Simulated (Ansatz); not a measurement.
# Cl− with H₂O: structure and interaction energy

Aim: relax the pair, then compute its interaction energy with counterpoise at many levels, up to CCSD(T).

Method: PBE0-D4 structure, single points in def2-TZVPPD; program: Ansatz 0.2.0, Gaussian basis.

Levels: PBE-D4, revPBE-D4, BLYP-D4, r2SCAN-D4, B97M-V, PBE0-D4, B3LYP-D4, HSE06-D4, wB97X-V, wB97M-V, B2PLYP, Hartree-Fock, MP2, CCSD, CCSD(T). The reference is CCSD(T) extrapolated to the basis limit.

Correlated methods freeze the cores. B3LYP uses VWN-RPA correlation. B2PLYP carries no dispersion term here.

163 further runs of the same task are left out: 163 set aside as unsound or not needed.

### 1 Starting geometry

The pair, from a GFN2-xTB docking trial: 4 atoms, charge -1, spin multiplicity 1.

Atoms are counted from 1 here; the program's logs count them from 0.

Bond lengths: O2–H3 0.960 Å, O2–H4 0.985 Å. Angles: H3–O2–H4 102.2°.

Coordinates:

```xyz
4

Cl    0.1463    0.0575   -2.0301
O     0.2129   -0.0236    0.9884
H    -0.7461   -0.0362    1.0225
H     0.3869    0.0023    0.0191
```

Atoms 1 to 1 are fragment A (Cl−), the rest fragment B (H₂O).

### 2 A first relaxation in a small basis

pre/in.yaml reads:

```yaml
crystal:
  periodic: [false, false, false]
  atoms:
    - {symbol: Cl, position_ang: [0.146300, 0.057500, -2.030100]}
    - {symbol: O, position_ang: [0.212900, -0.023600, 0.988400]}
    - {symbol: H, position_ang: [-0.746100, -0.036200, 1.022500]}
    - {symbol: H, position_ang: [0.386900, 0.002300, 0.019100]}
basis:
  gaussian: {orbitals: def2-SVPD}
total_charge: -1
hamiltonian: {xc: pbe, dispersion: d4}
relax: {f_tol: 0.03, max_steps: 250}
```

The run is started by

```console
ansatz run in.yaml --threads 2 --pin off --events-out ev --progress --plain --max-ram 5222MiB
```

Log, shortened:

```text
Functional definition: PBE
  name "PBE"
  cite "Perdew, Burke & Ernzerhof, Phys. Rev. Lett. 77, 3865 (1996) doi:10.1103/PhysRevLett.77.3865"
  parent pbe
[...]
589 factors; their error is unknown
[...]
mean field -14592.53970581 eV, -536.2659430100 hartree, gradient 3.3e-5 eV, S^2 0.000000; 0 other end points of the search recorded, 0 dependent functions left out
[...]
reference -14592.53973947 eV, -536.2659442469 hartree; 14, 14 occupied and 52, 52 virtual orbitals, 589 factors
relax step   1: F+E_penalty+E_count = -14592.57337089 eV  Δ(F+E_penalty+E_count) = +0.000e0 eV  max|allowed force component| = 1.100e0 eV/Å  Δτ_max = 0.0000 Å  (24 SCF iters, accepted)
[...]
relax step   4: F+E_penalty+E_count = -14592.59517738 eV  Δ(F+E_penalty+E_count) = -1.693e-3 eV  max|allowed force component| = 6.370e-2 eV/Å  Δτ_max = 0.0198 Å  (28 SCF iters, accepted)
[...]
relax step   5: F+E_penalty+E_count = -14592.59567537 eV  Δ(F+E_penalty+E_count) = -4.980e-4 eV  max|allowed force component| = 1.832e-2 eV/Å  Δτ_max = 0.0103 Å  (30 SCF iters, accepted)
589 factors; their error is unknown
mean field -14592.56277782 eV, -536.2667908905 hartree, gradient 7.9e-6 eV, S^2 0.000000; 1 other end points of the search recorded, 0 dependent functions left out
[...]
reference -14592.56281188 eV, -536.2667921423 hartree; 14, 14 occupied and 52, 52 virtual orbitals, 589 factors
Total energy: -14592.59570943 eV, -536.2680011050 hartree
Atom 0 at     0.177865     0.059704    -2.080817 Å, force     0.001123    -0.000920     0.007297 eV/Å
Atom 1 at     0.225427    -0.025398     1.004210 Å, force     0.018324    -0.001512    -0.005090 eV/Å
Atom 2 at    -0.742958    -0.036671     1.075374 Å, force    -0.010978     0.000312    -0.004479 eV/Å
Atom 3 at     0.339666     0.002365     0.001133 Å, force    -0.008469     0.002120     0.002272 eV/Å
Dipole moment:    -0.262526    -0.014728     0.432600 e Å
```

Wall time 1.7 s (2 threads of Intel Xeon 6975P-C, shared host).

Relaxation path:

| step | energy from step 1 (eV) | largest force component (eV/Å) |
| --- | --- | --- |
| 1 | 0.0000 | 1.1003 |
| 2 | -0.0201 | 0.1819 |
| 3 | -0.0201 | 0.0773 |
| 4 | -0.0218 | 0.0637 |
| 5 | -0.0223 | 0.0183 |

Distances of close pairs at the start and the end, largest changes first:

| bond | before (Å) | after (Å) | change (Å) |
| --- | --- | --- | --- |
| O2–H4 | 0.985 | 1.010 | +0.025 |
| O2–H3 | 0.960 | 0.971 | +0.011 |

### 3 Relaxation at PBE0-D4

relax/in.yaml reads:

```yaml
crystal:
  periodic: [false, false, false]
  atoms:
    - {symbol: Cl, position_ang: [0.177865, 0.059704, -2.080817]}
    - {symbol: O, position_ang: [0.225427, -0.025398, 1.004210]}
    - {symbol: H, position_ang: [-0.742958, -0.036671, 1.075374]}
    - {symbol: H, position_ang: [0.339666, 0.002365, 0.001133]}
basis:
  gaussian: {orbitals: def2-TZVPD}
total_charge: -1
hamiltonian: {xc: pbe0, dispersion: d4}
relax: {f_tol: 0.005, max_steps: 200}
```

The run is started by

```console
ansatz run in.yaml --threads 2 --pin off --events-out ev --progress --plain --max-ram 5222MiB
```

Log, shortened:

```text
Functional definition: PBE0
  name "PBE0"
  cite "Adamo & Barone, J. Chem. Phys. 110, 6158 (1999) doi:10.1063/1.478522"
[... 2 set-up lines as earlier in the session ...]
[...]
594 factors; their error is unknown
[...]
mean field -14599.83141462 eV, -536.5339083663 hartree, gradient 5.8e-5 eV, S^2 0.000000; 0 other end points of the search recorded, 0 dependent functions left out
[...]
reference -14599.83144811 eV, -536.5339095970 hartree; 14, 14 occupied and 90, 90 virtual orbitals, 594 factors
relax step   1: F+E_penalty+E_count = -14599.85937311 eV  Δ(F+E_penalty+E_count) = +0.000e0 eV  max|allowed force component| = 5.960e-1 eV/Å  Δτ_max = 0.0000 Å  (24 SCF iters, accepted)
[...]
relax step   5: F+E_penalty+E_count = -14599.86824123 eV  Δ(F+E_penalty+E_count) = -4.965e-5 eV  max|allowed force component| = 1.535e-2 eV/Å  Δτ_max = 0.0035 Å  (30 SCF iters, accepted)
[...]
relax step   6: F+E_penalty+E_count = -14599.86827028 eV  Δ(F+E_penalty+E_count) = -2.905e-5 eV  max|allowed force component| = 1.069e-3 eV/Å  Δτ_max = 0.0026 Å  (30 SCF iters, accepted)
594 factors; their error is unknown
[...]
mean field -14599.84042959 eV, -536.5342396600 hartree, gradient 1.2e-5 eV, S^2 0.000000; 1 other end points of the search recorded, 0 dependent functions left out
[...]
reference -14599.84046301 eV, -536.5342408884 hartree; 14, 14 occupied and 90, 90 virtual orbitals, 594 factors
Total energy: -14599.86830371 eV, -536.5352640150 hartree
Atom 0 at     0.173949     0.059808    -2.087242 Å, force    -0.000137     0.000006    -0.000402 eV/Å
Atom 1 at     0.219655    -0.026014     1.001306 Å, force    -0.000569    -0.000044     0.001069 eV/Å
Atom 2 at    -0.737284    -0.036341     1.068533 Å, force     0.000460     0.000013    -0.000256 eV/Å
Atom 3 at     0.343680     0.002547     0.017303 Å, force     0.000246     0.000025    -0.000411 eV/Å
Dipole moment:    -0.264646    -0.015526     0.472399 e Å
```

It took 3.8 s on 2 threads of Intel Xeon 6975P-C, shared host.

The steps of the relaxation: (the energy doesn't fall at every step)

| step | energy from step 1 (eV) | largest force component (eV/Å) |
| --- | --- | --- |
| 1 | 0.0000 | 0.5960 |
| 2 | -0.0073 | 0.2404 |
| 3 | -0.0054 | 0.1108 |
| 4 | -0.0088 | 0.0510 |
| 5 | -0.0089 | 0.0154 |
| 6 | -0.0089 | 0.0011 |

Distances of close pairs at the start and the end, largest changes first:

| bond | before (Å) | after (Å) | change (Å) |
| --- | --- | --- | --- |
| O2–H4 | 1.010 | 0.992 | -0.018 |
| O2–H3 | 0.971 | 0.959 | -0.012 |

The shortest distance between the fragments is Cl1–H4, 2.11 Å.

Counterpoise needs three runs a level at this geometry: the pair (ab), and each fragment in the basis of the whole pair, with ghost atoms in place of the other (a, b).

### 4 wB97X-V/def2-TZVPPD

ab/in.yaml reads:

```yaml
crystal:
  periodic: [false, false, false]
  atoms:
    - {symbol: Cl, position_ang: [0.173949, 0.059808, -2.087242]}
    - {symbol: O, position_ang: [0.219655, -0.026014, 1.001306]}
    - {symbol: H, position_ang: [-0.737284, -0.036341, 1.068533]}
    - {symbol: H, position_ang: [0.343680, 0.002547, 0.017303]}
basis:
  gaussian: {orbitals: "def2-TZVPPD.json"}
total_charge: -1
hamiltonian: {xc: {name: wB97X-V}}
```

a/in.yaml reads:

```yaml
crystal:
  periodic: [false, false, false]
  atoms:
    - {symbol: Cl, position_ang: [0.173949, 0.059808, -2.087242]}
basis:
  gaussian:
    orbitals: "def2-TZVPPD.json"
    ghost_atoms:
      - {symbol: O, position_ang: [0.219655, -0.026014, 1.001306]}
      - {symbol: H, position_ang: [-0.737284, -0.036341, 1.068533]}
      - {symbol: H, position_ang: [0.343680, 0.002547, 0.017303]}
total_charge: -1
hamiltonian: {xc: {name: wB97X-V}}
```

b/in.yaml reads:

```yaml
crystal:
  periodic: [false, false, false]
  atoms:
    - {symbol: O, position_ang: [0.219655, -0.026014, 1.001306]}
    - {symbol: H, position_ang: [-0.737284, -0.036341, 1.068533]}
    - {symbol: H, position_ang: [0.343680, 0.002547, 0.017303]}
basis:
  gaussian:
    orbitals: "def2-TZVPPD.json"
    ghost_atoms:
      - {symbol: Cl, position_ang: [0.173949, 0.059808, -2.087242]}
hamiltonian: {xc: {name: wB97X-V}}
```

The basis file named in the input lies beside it (Basis Set Exchange, JSON).

One command serves all of them, each in its own folder.

The run is started by

```console
ansatz run in.yaml --threads 2 --pin off --events-out ev --progress --plain --max-ram 5222MiB
```

Log of ab, shortened:

```text
Functional definition: wB97X-V
  name "wB97X-V"
  cite "Mardirossian & Head-Gordon, Phys. Chem. Chem. Phys. 16, 9904 (2014) doi:10.1039/C3CP54374A"
  cite "Becke, J. Chem. Phys. 107, 8554 (1997) doi:10.1063/1.475007"
  cite "Vydrov & Van Voorhis, J. Chem. Phys. 133, 244103 (2010) doi:10.1063/1.3521275"
[...]
      + integral(e_c_pw_opposite_spin*poly(b97_u_opposite, cos0, cos1)) + vv10(b, c)
629 factors; their error is unknown
162 factors; integrals over basis functions are off by at most 6.0e-5 eV
[...]
mean field -14603.63322064 eV, -536.6736221604 hartree, gradient 1.3e-5 eV, S^2 0.000000; 0 other end points of the search recorded, 0 dependent functions left out
reference -14603.63321847 eV, -536.6736220805 hartree; 14, 14 occupied and 111, 111 virtual orbitals, 629 factors
Total energy: -14603.63321847 eV, -536.6736220805 hartree
```

Output in a, shortened:

```text
[... 5 set-up lines as earlier in the session ...]
[...]
      + integral(e_c_pw_opposite_spin*poly(b97_u_opposite, cos0, cos1)) + vv10(b, c)
613 factors; their error is unknown
161 factors; integrals over basis functions are off by at most 5.2e-5 eV
[...]
mean field -12523.02831729 eV, -460.2128022470 hartree, gradient 5.9e-5 eV, S^2 0.000000; 0 other end points of the search recorded, 0 dependent functions left out
reference -12523.02831523 eV, -460.2128021713 hartree; 9, 9 occupied and 116, 116 virtual orbitals, 613 factors
Total energy: -12523.02831523 eV, -460.2128021713 hartree
```

Output in b, shortened:

```text
[... 5 set-up lines as earlier in the session ...]
[...]
      + integral(e_c_pw_opposite_spin*poly(b97_u_opposite, cos0, cos1)) + vv10(b, c)
625 factors; their error is unknown
155 factors; integrals over basis functions are off by at most 5.3e-5 eV
[...]
mean field -2079.92772033 eV, -76.4359338966 hartree, gradient 7.0e-5 eV, S^2 0.000000; 0 other end points of the search recorded, 0 dependent functions left out
reference -2079.92771849 eV, -76.4359338289 hartree; 5, 5 occupied and 120, 120 virtual orbitals, 625 factors
Total energy: -2079.92771849 eV, -76.4359338289 hartree
```

They took 1.2 s (ab), 1.1 s (a), 1.1 s (b) on 2 threads of Intel Xeon 6975P-C, shared host.

Interaction energy, ab − a − b: -65.34 kJ/mol.

### 5 wB97M-V/def2-TZVPPD

The same edit goes into each in.yaml of step 4 (ab, a, b):

```diff
-hamiltonian: {xc: {name: wB97X-V}}
+hamiltonian: {xc: {name: wB97M-V}}
```

One command serves all of them, each in its own folder.

The run is started by

```console
ansatz run in.yaml --threads 2 --pin off --events-out ev --progress --plain --max-ram 5222MiB
```

ab printed, shortened:

```text
Functional definition: wB97M-V
  name "wB97M-V"
  cite "Mardirossian & Head-Gordon, J. Chem. Phys. 144, 214110 (2016) doi:10.1063/1.4952647"
[... 2 set-up lines as earlier in the session ...]
  # Of w^i u^j: cxij and so on, Table III.
[...]
  gx(w, u) = 1 - cx + cx01*u + cx10*w
  gss(w, u) = css00 + css04*u^4 + css10*w + css20*w^2 + css43*w^4*u^3
  gos(w, u) = cos00 + cos10*w + (cos20 + cos21*u)*w^2 + (cos60 + cos61*u)*w^6
[...]
      + integral(e_c_pw_mod_opposite_spin*gos(b97_w_opposite, b97_u_opposite)) + vv10(b, c)
629 factors; their error is unknown
162 factors; integrals over basis functions are off by at most 6.0e-5 eV
[...]
mean field -14604.88765650 eV, -536.7197218280 hartree, gradient 1.6e-5 eV, S^2 0.000000; 0 other end points of the search recorded, 0 dependent functions left out
reference -14604.88770916 eV, -536.7197237632 hartree; 14, 14 occupied and 111, 111 virtual orbitals, 629 factors
Total energy: -14604.88770916 eV, -536.7197237632 hartree
```

a printed, shortened:

```text
[... 5 set-up lines as earlier in the session ...]
  # Of w^i u^j: cxij and so on, Table III.
[...]
  gx(w, u) = 1 - cx + cx01*u + cx10*w
  gss(w, u) = css00 + css04*u^4 + css10*w + css20*w^2 + css43*w^4*u^3
  gos(w, u) = cos00 + cos10*w + (cos20 + cos21*u)*w^2 + (cos60 + cos61*u)*w^6
[...]
      + integral(e_c_pw_mod_opposite_spin*gos(b97_w_opposite, b97_u_opposite)) + vv10(b, c)
613 factors; their error is unknown
161 factors; integrals over basis functions are off by at most 5.2e-5 eV
[...]
mean field -12524.30958951 eV, -460.2598881325 hartree, gradient 6.4e-5 eV, S^2 0.000000; 0 other end points of the search recorded, 0 dependent functions left out
reference -12524.30964131 eV, -460.2598900361 hartree; 9, 9 occupied and 116, 116 virtual orbitals, 613 factors
Total energy: -12524.30964131 eV, -460.2598900361 hartree
```

Output in b, shortened:

```text
[... 5 set-up lines as earlier in the session ...]
  # Of w^i u^j: cxij and so on, Table III.
[...]
  gx(w, u) = 1 - cx + cx01*u + cx10*w
  gss(w, u) = css00 + css04*u^4 + css10*w + css20*w^2 + css43*w^4*u^3
  gos(w, u) = cos00 + cos10*w + (cos20 + cos21*u)*w^2 + (cos60 + cos61*u)*w^6
[...]
      + integral(e_c_pw_mod_opposite_spin*gos(b97_w_opposite, b97_u_opposite)) + vv10(b, c)
625 factors; their error is unknown
155 factors; integrals over basis functions are off by at most 5.3e-5 eV
[...]
mean field -2079.90768792 eV, -76.4351977191 hartree, gradient 5.5e-5 eV, S^2 0.000000; 0 other end points of the search recorded, 0 dependent functions left out
reference -2079.90773393 eV, -76.4351994097 hartree; 5, 5 occupied and 120, 120 virtual orbitals, 625 factors
Total energy: -2079.90773393 eV, -76.4351994097 hartree
```

Times: 1.2 s (ab), 1.1 s (a), 1.2 s (b) on 2 threads of Intel Xeon 6975P-C, shared host.

E(ab) − E(a) − E(b) = -64.68 kJ/mol.

### 6 B2PLYP/def2-TZVPPD

Each input of step 5 (ab, a, b) changes in the same lines:

```diff
-hamiltonian: {xc: {name: wB97M-V}}
+hamiltonian: {xc: {name: B2PLYP}}
```

The same command starts each run, in its folder.

The run is started by

```console
ansatz run in.yaml --threads 2 --pin off --events-out ev --progress --plain --max-ram 5222MiB
```

ab printed, shortened:

```text
Functional definition: B2PLYP
  name "B2PLYP"
  cite "Grimme, J. Chem. Phys. 124, 034108 (2006) doi:10.1063/1.2148954"
  cite "Becke, Phys. Rev. A 38, 3098 (1988) doi:10.1103/PhysRevA.38.3098"
  cite "Lee, Yang & Parr, Phys. Rev. B 37, 785 (1988) doi:10.1103/PhysRevB.37.785"
[...]
722 factors; integrals over basis functions are off by at most 1.4e-3 eV
[...]
mean field -14597.26700692 eV, -536.4396681215 hartree, gradient 5.0e-6 eV, S^2 0.000000; 0 other end points of the search recorded, 0 dependent functions left out
6 core orbitals not correlated: weight in the atoms' cores, before any rotation towards them, 1.000 or more for the frozen orbitals, at most 0.000 for the correlated occupied ones
reference -14597.26714352 eV, -536.4396731411 hartree; 8, 8 occupied and 111, 111 virtual orbitals, 722 factors
second order -15.52606090 eV of doubles, -0.00000000 eV of singles
Total energy: -14601.45917996 eV, -536.5937276390 hartree
```

Output in a, shortened:

```text
[... 5 set-up lines as earlier in the session ...]
[...]
727 factors; integrals over basis functions are off by at most 1.4e-3 eV
[...]
mean field -12519.61312052 eV, -460.0872960807 hartree, gradient 4.6e-6 eV, S^2 0.000000; 0 other end points of the search recorded, 0 dependent functions left out
5 core orbitals not correlated: weight in the atoms' cores, before any rotation towards them, 1.000 or more for the frozen orbitals, at most 0.000 for the correlated occupied ones
reference -12519.61324506 eV, -460.0873006575 hartree; 4, 4 occupied and 116, 116 virtual orbitals, 727 factors
second order -6.78084635 eV of doubles, -0.00000000 eV of singles
Total energy: -12521.44407358 eV, -460.1545823645 hartree
```

Output in b, shortened:

```text
[... 5 set-up lines as earlier in the session ...]
[...]
723 factors; integrals over basis functions are off by at most 1.4e-3 eV
[...]
mean field -2077.04591226 eV, -76.3300294032 hartree, gradient 2.1e-6 eV, S^2 0.000000; 0 other end points of the search recorded, 0 dependent functions left out
1 core orbitals not correlated: weight in the atoms' cores, before any rotation towards them, 1.000 or more for the frozen orbitals, at most 0.000 for the correlated occupied ones
reference -2077.04602652 eV, -76.3300336023 hartree; 4, 4 occupied and 120, 120 virtual orbitals, 723 factors
second order -8.60066038 eV of doubles, -0.00000000 eV of singles
Total energy: -2079.36820482 eV, -76.4153720808 hartree
```

Times: 0.8 s (ab), 0.7 s (a), 0.65 s (b) on 2 threads of Intel Xeon 6975P-C, shared host.

Interaction energy, ab − a − b: -62.42 kJ/mol.

### 7 B97M-V/def2-TZVPPD

The same edit goes into each in.yaml of step 6 (ab, a, b):

```diff
-hamiltonian: {xc: {name: B2PLYP}}
+hamiltonian: {xc: {name: B97M-V}}
```

Each run has its own folder and the same command.

The run is started by

```console
ansatz run in.yaml --threads 2 --pin off --events-out ev --progress --plain --max-ram 5222MiB
```

Log of ab, shortened:

```text
Functional definition: B97M-V
  name "B97M-V"
  cite "Mardirossian & Head-Gordon, J. Chem. Phys. 142, 074111 (2015) doi:10.1063/1.4907719"
[... 2 set-up lines as earlier in the session ...]
  # Of w^i u^j: cxij and so on, Table III.
[...]
  gx(w, u) = cx00 + cx01*u + cx02*u^2 + (cx10 + cx11*u)*w
  gss(w, u) = css00 + css02*u^2 + css10*w + (css32*w^3 + css42*w^4)*u^2
  gos(w, u) = cos00 + cos01*u + cos03*u^3 + cos10*w + cos32*w^3*u^2
[...]
      + integral(e_c_pw_mod_opposite_spin*gos(b97_w_opposite, b97_u_opposite)) + vv10(b, c)
626 factors; their error is unknown
[...]
mean field -14602.30672332 eV, -536.6248742831 hartree, gradient 1.1e-5 eV, S^2 0.000000; 0 other end points of the search recorded, 0 dependent functions left out
reference -14602.30678710 eV, -536.6248766270 hartree; 14, 14 occupied and 111, 111 virtual orbitals, 626 factors
Total energy: -14602.30678710 eV, -536.6248766270 hartree
```

Output in a, shortened:

```text
[... 5 set-up lines as earlier in the session ...]
  # Of w^i u^j: cxij and so on, Table III.
[...]
  gx(w, u) = cx00 + cx01*u + cx02*u^2 + (cx10 + cx11*u)*w
  gss(w, u) = css00 + css02*u^2 + css10*w + (css32*w^3 + css42*w^4)*u^2
  gos(w, u) = cos00 + cos01*u + cos03*u^3 + cos10*w + cos32*w^3*u^2
[...]
      + integral(e_c_pw_mod_opposite_spin*gos(b97_w_opposite, b97_u_opposite)) + vv10(b, c)
610 factors; their error is unknown
[...]
mean field -12521.66628739 eV, -460.1627485712 hartree, gradient 2.2e-5 eV, S^2 0.000000; 0 other end points of the search recorded, 0 dependent functions left out
reference -12521.66635090 eV, -460.1627509054 hartree; 9, 9 occupied and 116, 116 virtual orbitals, 610 factors
Total energy: -12521.66635090 eV, -460.1627509054 hartree
```

Log of b, shortened:

```text
[... 5 set-up lines as earlier in the session ...]
  # Of w^i u^j: cxij and so on, Table III.
[...]
  gx(w, u) = cx00 + cx01*u + cx02*u^2 + (cx10 + cx11*u)*w
  gss(w, u) = css00 + css02*u^2 + css10*w + (css32*w^3 + css42*w^4)*u^2
  gos(w, u) = cos00 + cos01*u + cos03*u^3 + cos10*w + cos32*w^3*u^2
[...]
      + integral(e_c_pw_mod_opposite_spin*gos(b97_w_opposite, b97_u_opposite)) + vv10(b, c)
625 factors; their error is unknown
[...]
mean field -2079.98215727 eV, -76.4379344170 hartree, gradient 6.6e-5 eV, S^2 0.000000; 0 other end points of the search recorded, 0 dependent functions left out
reference -2079.98221241 eV, -76.4379364433 hartree; 5, 5 occupied and 120, 120 virtual orbitals, 625 factors
Total energy: -2079.98221241 eV, -76.4379364433 hartree
```

Times: 1.2 s (ab), 1 s (a), 1.1 s (b) on 2 threads of Intel Xeon 6975P-C, shared host.

E(ab) − E(a) − E(b) = -63.51 kJ/mol.

[end of part 1 of 2]
